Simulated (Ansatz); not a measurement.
# GdP (CsCl type): response to moved atoms and strain

Aim: move atoms of GdP (CsCl type) or strain its cell, and read the forces, the stress and the rise in energy. The cell was built by placing the elements on the sites of a structure type; the runs don't test whether it is the stable form.

Method: DFT PBEsol, scalar-relativistic, plane waves, PAW, in Ansatz 0.2.0.

### Step 1. The structure to begin with

The structure is cubic, space group Pm-3m (No. 221). The conventional cell has a = 3.448 Å, b = 3.448 Å, c = 3.448 Å, α = 90.00°, β = 90.00°, γ = 90.00°. Gd (site symmetry m-3m) is surrounded by 8 P at 2.99 Å. P (site symmetry m-3m) is surrounded by 8 Gd at 2.99 Å.

Coordinates:

```
CELL_PARAMETERS angstrom
3.44768 0.00000 0.00000
0.00000 3.44768 0.00000
0.00000 0.00000 3.44768
ATOMIC_POSITIONS crystal
Gd 0.00000 0.00000 0.00000
P 0.50000 0.50000 0.50000
```

An earlier run at PBEsol left this cell at 20.490 Å³/atom and 0.00 GPa (10×10×10 mesh).

The changes: atom 1 (Gd) moved 0.2 Å along z; strain e5 = -0.02, atoms carried along.

### Step 2. Atom 1 (Gd) moved 0.2 Å along z

input.yaml

```yaml
crystal:
  lattice:
    - [3.4476770047, 0.0, 0.0]
    - [0.0, 3.4476770047, 0.0]
    - [0.0, 0.0, 3.4476770047]
  atoms:
    - { symbol: Gd, position: [0.0, 0.0, 0.0580100745], spin: 7.63 }
    - { symbol: P, position: [0.5, 0.5, 0.5] }
basis:
  ecutwfc: 420
  ecutrho_ratio: 4
kpoints:
  mp_grid: { grid: [10, 10, 10] }
hamiltonian:
  xc: pbesol
scf:
  occupations: { method: gaussian, width: 0.05 }
  lower_state_search: "off"
output:
  forces: true
  stress: true
  eigenvalues: true
  populations: true
magnetization:
  spin_polarized: true
checkpoint:
  read: start.run
  write: ck
  compress: false
  write_wavefunctions: false
  write_every: 100000
```

start.run holds the converged state of the cell before the atoms were moved.

The runs that follow: Strain e5 = -0.02, atoms carried along.

**Question.** What will these runs give? Wanted: for each run, change; change of free energy; largest force; largest change of stress.

The runs gave:

| change | change of free energy (meV/atom) | largest force (eV/Å) | largest change of stress (GPa) |
| --- | --- | --- | --- |
| atom 1 (Gd) moved 0.2 Å along z | 16.95 | 0.368 | 1.99 |
| strain e5 = -0.02, atoms carried along | -1.48 | 0.000 | 1.07 |

Moving atom 1 by 0.20 Å meets a restoring force of 0.368 eV/Å along the move, a force constant of about 1.8 eV/Å². Under e5 = -0.02 the matching stress changes by -1.07 GPa (compression positive), while the largest change is -1.07 GPa in component xz. The stress drives this strain further, which points to an instability. A distortion lowers the energy, so the starting cell or its electronic state is no minimum. No U acts on the 4f shell, so its levels can lie too near the Fermi level. Spin–orbit coupling is left out, though the cell holds Gd; it splits the 4f levels.
